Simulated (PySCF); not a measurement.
# C2H5PSe: the cost of one run

Computed with PySCF 2.14.0 and routines of our own; the level stands in each step. Atoms count from 0.

### Step 1. The system as given

9 atoms, charge 0, multiplicity 1; geometry from: GFN2-xTB.

### Step 2. Optimising the geometry at PBE0-D3(BJ)/def2-SVP

Job settings and geometry (Å):

```
{"job": {"xc": "PBE0", "basis": "def2-SVP", "d3": "d3bj", "grid": 1, "maxiter": 30, "shake": 0.01, "kind": "geom"}, "charge": 0, "multiplicity": 1}
Se     2.706840    -0.081410    -0.988750
P      1.019780    -0.021210     0.262480
C     -0.618820    -0.758760    -0.102740
C     -0.537250     0.780290    -0.106030
H      1.107380    -0.014780     1.642520
H     -1.166430    -1.231770     0.690970
H     -0.693530    -1.240250    -1.057890
H     -1.098340     1.290850     0.677360
H     -0.661820     1.259890    -1.051650
```

Command:

```bash
> OMP_NUM_THREADS=1 python heavy_run.py task.json out
```

This one command runs all jobs of the session in turn.

Q: Estimate the wall time and peak memory of this first job on 1 thread of AMD EPYC 9R45, shared host.

About 19 s, with a peak of 0.43 GiB.
